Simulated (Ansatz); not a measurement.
# F3H5O2Si: the cost of one run

Method: RKS PBE-D4/def2-SVP, in Ansatz 0.2.0.

## (1) The starting structure

Bond lengths: Si1–F3 1.603 Å, Si1–F4 1.579 Å, Si1–F5 1.591 Å, Si1–O7 2.065 Å, O7–H10 0.956 Å, O9–H11 0.960 Å. Angles: F3–Si1–F4 101.4°, F3–Si1–F5 96.7°, F3–Si1–O7 165.0°, F4–Si1–F5 114.6°, F4–Si1–O7 90.3°, F5–Si1–O7 86.7°, Si1–O7–H10 112.6°.

As a file:

```xyz
11

Si   -0.9136   -0.4650   -0.8976
H     0.8716   -0.8180   -0.4684
F    -0.8042   -1.5515   -2.0712
F    -1.7827   -1.2421    0.1678
F    -1.7119    0.6291   -1.7331
H     0.6243    0.8563    0.9648
O    -0.5420    1.0282    0.4788
H     1.4606   -0.4893    0.2490
O     1.7588    0.3186    1.1920
H    -0.6303    1.9034    0.1047
H     1.6695   -0.1698    2.0133
```

## (2) Pulling towards end A

Springs on the bonds that form and break draw the guess towards this end; the thresholds are loose.

The input, input.yaml:

```yaml
crystal:
  periodic: [false, false, false]
  atoms:
    - { symbol: Si, position_ang: [-0.9136, -0.465, -0.8976] }
    - { symbol: H, position_ang: [0.8716, -0.818, -0.4684] }
    - { symbol: F, position_ang: [-0.8042, -1.5515, -2.0712] }
    - { symbol: F, position_ang: [-1.7827, -1.2421, 0.1678] }
    - { symbol: F, position_ang: [-1.7119, 0.6291, -1.7331] }
    - { symbol: H, position_ang: [0.6243, 0.8563, 0.9648] }
    - { symbol: O, position_ang: [-0.542, 1.0282, 0.4788] }
    - { symbol: H, position_ang: [1.4606, -0.4893, 0.249] }
    - { symbol: O, position_ang: [1.7588, 0.3186, 1.192] }
    - { symbol: H, position_ang: [-0.6303, 1.9034, 0.1047] }
    - { symbol: H, position_ang: [1.6695, -0.1698, 2.0133] }
basis:
  gaussian: { orbitals: def2-SVP }
hamiltonian:
  xc: pbe
  dispersion: d4
relax:
  f_tol: 0.15
  max_steps: 25
  restrain:
    - { distance: [0, 6], at: 3.07, k: 30.0 }
    - { distance: [5, 8], at: 2.27, k: 30.0 }
    - { distance: [7, 1], at: 1.92, k: 30.0 }
    - { distance: [0, 1], at: 1.42, k: 30.0 }
    - { distance: [5, 6], at: 0.97, k: 30.0 }
    - { distance: [7, 8], at: 0.97, k: 30.0 }
```

Run with:

```sh
> ansatz run input.yaml --threads 2 --pin off --max-ram 3072MiB --backend cpu --events-out ev --progress --plain --runs-dir out
```

Q: Estimate wall time and peak memory on 2 threads of Intel Xeon 6975P-C (Granite Rapids), shared host.

About 13 s, with a peak of 0.17 GiB.
